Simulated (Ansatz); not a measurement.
A first try at a rigid scan of one bond length of FGeH2S, SMILES [F][GeH][SH], using the Ansatz DFT code, driven from Python.

`fgeh2s.xyz`
```text
5

F    -1.29540   -0.47840    1.29030
Ge   -0.51000   -0.72310   -0.23890
S     1.60340   -0.17870   -0.02680
H    -1.06860    0.16080   -1.35520
H     1.32060    1.14580    0.28920
```

The script, `scan_fgeh2s.py`:
```python
import warnings

import ansatz as az
import numpy as np

BASIS_SET = "def2-SVP"
LEVEL = "mp2"

warnings.simplefilter("ignore", az.DeckWarning)

fgeh2s = az.Crystal.molecule_from_extxyz("fgeh2s.xyz")

symbols = [site.symbol for site in fgeh2s.cartesian_sites]
start = np.array([site.position_ang for site in fgeh2s.cartesian_sites])
axis = (start[2] - start[1]) / np.linalg.norm(start[2] - start[1])
moving = [2, 4]
lengths, energies = [1.93, 2.017, 2.105, 2.193, 2.28, 2.368, 2.456, 2.587], []
for length in lengths:
    xyz = start.copy()
    xyz[moving] += (length - np.linalg.norm(start[2] - start[1])) * axis
    point = az.Crystal.molecule()
    for symbol, place in zip(symbols, xyz):
        point = point.atom(symbol, place.tolist())
    job = (
        point.calculation()
        .basis(gaussian=BASIS_SET)
        .correlation(LEVEL)
        .spin("collinear", total=1)
    )
    r = job.run().report()
    energies.append(r["free_energy_ev"])
    print(f"r = {length:6.3f} A  E = {energies[-1]:.5f} eV  <S^2> = {abs(r['mean_field']['state']['spin_squared']):.3f}")

fit = np.polynomial.Polynomial.fit(lengths, np.array(energies) - min(energies), 4).convert()
roots = [r.real for r in fit.deriv().roots() if abs(r.imag) < 1e-9 and fit.deriv(2)(r.real) > 0]
r_e = min(roots, key=lambda r: abs(r - lengths[int(np.argmin(energies))]))
print(f"minimum of the fit at {r_e:.4f} A, force constant {fit.deriv(2)(r_e):.2f} eV/A^2")
```

```console
$ python scan_fgeh2s.py
Traceback (most recent call last):
  File "scan_fgeh2s.py", line 30, in <module>
    r = job.run().report()
TypeError: 'dict' object is not callable
$ echo $?
1
```

Why does it end like this?

The fault: report is a dict, not a method. Mended:

`scan_fgeh2s.py`:
```python
import warnings

import ansatz as az
import numpy as np

BASIS_SET = "def2-SVP"
LEVEL = "mp2"

warnings.simplefilter("ignore", az.DeckWarning)

fgeh2s = az.Crystal.molecule_from_extxyz("fgeh2s.xyz")

symbols = [site.symbol for site in fgeh2s.cartesian_sites]
start = np.array([site.position_ang for site in fgeh2s.cartesian_sites])
axis = (start[2] - start[1]) / np.linalg.norm(start[2] - start[1])
moving = [2, 4]
lengths, energies = [1.93, 2.017, 2.105, 2.193, 2.28, 2.368, 2.456, 2.587], []
for length in lengths:
    xyz = start.copy()
    xyz[moving] += (length - np.linalg.norm(start[2] - start[1])) * axis
    point = az.Crystal.molecule()
    for symbol, place in zip(symbols, xyz):
        point = point.atom(symbol, place.tolist())
    job = (
        point.calculation()
        .basis(gaussian=BASIS_SET)
        .correlation(LEVEL)
        .spin("collinear", total=1)
    )
    r = job.run().report
    energies.append(r["free_energy_ev"])
    print(f"r = {length:6.3f} A  E = {energies[-1]:.5f} eV  <S^2> = {abs(r['mean_field']['state']['spin_squared']):.3f}")

fit = np.polynomial.Polynomial.fit(lengths, np.array(energies) - min(energies), 4).convert()
roots = [r.real for r in fit.deriv().roots() if abs(r.imag) < 1e-9 and fit.deriv(2)(r.real) > 0]
r_e = min(roots, key=lambda r: abs(r - lengths[int(np.argmin(energies))]))
print(f"minimum of the fit at {r_e:.4f} A, force constant {fit.deriv(2)(r_e):.2f} eV/A^2")
```

With that change:

```console
$ python scan_fgeh2s.py
r =  1.930 A  E = -70029.69857 eV  <S^2> = 0.754
r =  2.017 A  E = -70030.24686 eV  <S^2> = 0.754
r =  2.105 A  E = -70030.54306 eV  <S^2> = 0.754
r =  2.193 A  E = -70030.65569 eV  <S^2> = 0.754
r =  2.280 A  E = -70030.64093 eV  <S^2> = 0.754
r =  2.368 A  E = -70030.53813 eV  <S^2> = 0.755
r =  2.456 A  E = -70030.37561 eV  <S^2> = 0.756
r =  2.587 A  E = -70030.06252 eV  <S^2> = 0.765
minimum of the fit at 2.2217 A, force constant 14.59 eV/A^2
```

Reading the output:
- Total energies depend on the basis set; only differences at equal settings carry meaning.
- The rest of the molecule is held rigid at a force-field or estimated start geometry, and the basis set is modest; single-reference methods fail as a bond breaks.
- The species is open-shell (spin multiplicity 2).
- S² is that of the Hartree-Fock reference.
- Wall time of the script: 9.4 s on 1 thread of Arm Neoverse V2, on a shared host, peak memory 0.25 GiB.

(Lines on the test bed's own set-up are left out of the output.)
